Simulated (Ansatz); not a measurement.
This script for a calculation of the elastic constants of Mo, space group P6/mmm with Ansatz 0.2.0 through its Python package holds a mistake.

The script, `mo_elastic.py`:
```python
from dataclasses import replace

import ansatz as az
import numpy as np

lattice = az.Lattice.of(
    (2.73551, 0.0, 0.0),
    (-1.36776, 2.36902, 0.0),
    (0.0, 0.0, 2.55518),
)
sites = [
    ("Mo", (0.0, 0.0, 0.5)),
]
system = az.Crystal(lattice=lattice)
for symbol, position in sites:
    system = system.atom(symbol, position)

base = (
    system.calculation()
    .functional("pbesol")
    .pseudopotentials("paw")
    .basis(31 * az.Ry)
    .occupations("Fermi-Dirac", width=100 * az.meV)
    .kpoints(18, 18, 17)
)
rest = base.relax(cell=True, max_steps=30).run(threads=1, backend="cpu").lattice
relaxed = az.Crystal(lattice=az.Lattice.of(rest.cell_ang))
for site in rest.sites:
    relaxed = relaxed.atom(site.symbol, site.position_frac)
base = replace(base, crystal=relaxed)
print("relaxed volume {:.3f} A^3".format(abs(np.linalg.det(rest.cell_ang))))
outcome = base.elastic(az.ElasticMode.CLAMPED_ION, amplitude=0.2).run(threads=1, backend="cpu")
elastic = outcome.elastic

C = np.asarray(elastic.c_gpa)
for i in range(6):
    for j in range(i, 6):
        if abs(C[i, j]) > 0.05:
            print(f"C{i + 1}{j + 1} = {C[i, j]:.1f} GPa")
print("smallest eigenvalue of C:", round(elastic.stability.min_eigenvalue_gpa, 1), "GPa; tensor positive definite:", elastic.stability.min_eigenvalue_gpa > 0)
if elastic.stability.min_eigenvalue_gpa > 0:
    m = elastic.moduli
    print(f"K = {m.k_hill_gpa:.1f}, G = {m.g_hill_gpa:.1f}, E = {m.youngs_gpa:.1f} GPa, Poisson ratio {m.poisson:.3f}, K/G = {m.k_hill_gpa / m.g_hill_gpa:.2f}")
    S = np.linalg.inv(elastic.c_gpa)
    print("Young modulus along x, y, z (GPa):", np.round(1 / np.diag(S)[:3], 1))
    print("linear compressibility along x, y, z (1/TPa):", np.round(1000 * S[:3, :3].sum(axis=1), 2))
```

Running `python mo_elastic.py` prints:
```text
relaxed volume 16.275 A^3
Traceback (most recent call last):
  File "mo_elastic.py", line 32, in <module>
    outcome = base.elastic(az.ElasticMode.CLAMPED_ION, amplitude=0.2).run(threads=1, backend="cpu")
  ...
ansatz.RefusalError: invalid value for `elastic.amplitude`: must be finite and in (0, 0.1); got 0.2
```
(Library frames cut from the traceback.)

Why does it end like this?

The fault: amplitude far too large. The change:

```diff
--- before
+++ after
@@ -31,3 +31,3 @@
 print("relaxed volume {:.3f} A^3".format(abs(np.linalg.det(rest.cell_ang))))
-outcome = base.elastic(az.ElasticMode.CLAMPED_ION, amplitude=0.2).run(threads=1, backend="cpu")
+outcome = base.elastic(az.ElasticMode.CLAMPED_ION).run(threads=1, backend="cpu")
 elastic = outcome.elastic
```

With that change:

`python mo_elastic.py` gives:
```text
relaxed volume 16.275 A^3
C11 = 204.8 GPa
C12 = 335.1 GPa
C13 = 130.9 GPa
C22 = 204.8 GPa
C23 = 130.9 GPa
C33 = 406.0 GPa
C44 = -95.9 GPa
C55 = -95.9 GPa
C66 = -65.2 GPa
smallest eigenvalue of C: -130.3 GPa; tensor positive definite: False
```

Reading the output:
- This isn't the structure that Mo takes at ambient conditions.
- Shear constants of a metal converge slowly with the k-point mesh and can be wrong in sign on a coarse one; the constants belong to the cell that was strained.
- Timing: 2.9 min on 1 thread of Arm Neoverse V2 (shared host), peak memory 0.86 GiB.
